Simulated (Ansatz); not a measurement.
Predict the output of the script below (Ansatz 0.2.0, Python API).

`orders_v3os.py`
```python
"""Ferro, antiferro and non-magnetic states of V3Os."""

from dataclasses import dataclass

import ansatz as az
import numpy as np
import pandas as pd


@dataclass
class Settings:
    smearing_width: float = 0.05
    kgrid: tuple[int, ...] = (6, 6, 6)
    functional: str = "lda"


opts = Settings()


def count_gap(report):
    # lowest empty less highest filled band, counting bands; zero where they overlap
    return max(report.get("gap_by_band_count_ev") or 0.0, 0.0)

CELL = [
    (0.0, 5.97123, 5.97123),
    (2.98561, 0.0, 2.98561),
    (2.98561, 2.98561, 0.0),
]
ATOMS = [
    ("V", (0.125, 0.25, 0.25)),
    ("V", (0.375, 0.75, 0.75)),
    ("V", (0.25, 0.5, 0.5)),
    ("Os", (0.0, 0.0, 0.0)),
    ("V", (0.625, 0.25, 0.25)),
    ("V", (0.875, 0.75, 0.75)),
    ("V", (0.75, 0.5, 0.5)),
    ("Os", (0.5, 0.0, 0.0)),
]


def ordered(moments):
    crystal = az.Crystal(lattice=az.Lattice.of(CELL))
    for (symbol, position), moment in zip(ATOMS, moments):
        crystal = crystal.atom(symbol, position, moment=moment or None)
    return crystal

# starting moments in muB, one an atom
orders = {
    "FM": [1.8, 1.8, 1.8, 0, 1.8, 1.8, 1.8, 0],
    "AFM": [1.8, 1.8, 1.8, 0, -1.8, -1.8, -1.8, 0],
    "AFM-alternating": [1.8, -1.8, 1.8, 0, -1.8, 1.8, -1.8, 0],
    "ferri": [1.8, 1.8, 1.8, 0, 1.8, 1.8, -1.8, 0],
}

rows = []
for label, moments in orders.items():
    setup = (
        ordered(moments).calculation()
        .occupations(az.OccupationsMethod.FERMI_DIRAC, width=opts.smearing_width)
        .kpoints(*opts.kgrid)
        .functional(opts.functional)
        .basis(38 * az.Ry)
        .spin("collinear")
        .band_table()
    )
    report = setup.run(threads=1, backend="cpu").report
    rows.append((label, report["free_energy_ev"], report["magnetization_mub"], report["absolute_magnetization_mub"], max(abs(m) for m in report["site_moments_mub"]), count_gap(report)))
    print(label, "site moments:", [round(m, 2) for m in report["site_moments_mub"]])

# the same cell with no spin polarisation
plain = (
    ordered([0] * len(ATOMS)).calculation()
    .occupations(az.OccupationsMethod.FERMI_DIRAC, width=opts.smearing_width)
    .kpoints(*opts.kgrid)
    .functional(opts.functional)
    .basis(38 * az.Ry)
    .band_table()
)
report = plain.run(threads=1, backend="cpu").report
rows.append(("NM", report["free_energy_ev"], 0.0, 0.0, 0.0, count_gap(report)))

lowest = min(row[1] for row in rows)
rows = [(row[0], 1000 * (row[1] - lowest) / 6, *row[2:]) for row in sorted(rows, key=lambda row: row[1])]
print(pd.DataFrame(rows, columns=["order", "meV/magnetic atom", "net muB", "absolute muB", "largest site muB", "gap by band count eV"]).round(4).to_string(index=False))
print("lowest of these starts:", rows[0][0])
```

Running `python orders_v3os.py` prints:
```text
RunWarning: the starting moments were not kept: the SCF closed with an absolute magnetisation of 2.0e-5 μB, where they sum to 10.8 μB in size (6 sites). That is at most 0.1 of that sum. Measured as [...]
FM site moments: [-0.0, -0.0, 0.0, 0.0, -0.0, -0.0, 0.0, 0.0]
AFM site moments: [-0.0, -0.0, 0.0, 0.0, 0.0, 0.0, -0.0, -0.0]
AFM-alternating site moments: [-0.0, -0.0, 0.0, -0.0, 0.0, 0.0, -0.0, 0.0]
ferri site moments: [0.0, 0.0, -0.0, 0.0, -0.0, -0.0, 0.0, 0.0]
          order  meV/magnetic atom  net muB  absolute muB  largest site muB  gap by band count eV
          ferri                0.0      0.0           0.0               0.0                   0.0
            AFM                0.0      0.0           0.0               0.0                   0.0
AFM-alternating                0.0      0.0           0.0               0.0                   0.0
             FM                0.0      0.0           0.0               0.0                   0.0
             NM                0.0      0.0           0.0               0.0                   0.0
lowest of these starts: ferri
```
(Warnings from the package without file and line, shortened, repeats left out.)

The SCF didn't keep the moments it started from (some shrank, vanished or turned); what is printed is the state reached. A gap by band count of zero or less means overlapping bands, a metal. This cell is a computed structure, which may not be the phase found in nature. Levels are Kohn-Sham eigenvalues on this mesh, without spin-orbit coupling. Each row is the state reached from that start at the given structure, not necessarily the lowest of its order; other orders weren't tried. Finished in 12 min on 1 thread of Arm Neoverse V2, on a shared host, peak memory 1.1 GiB.
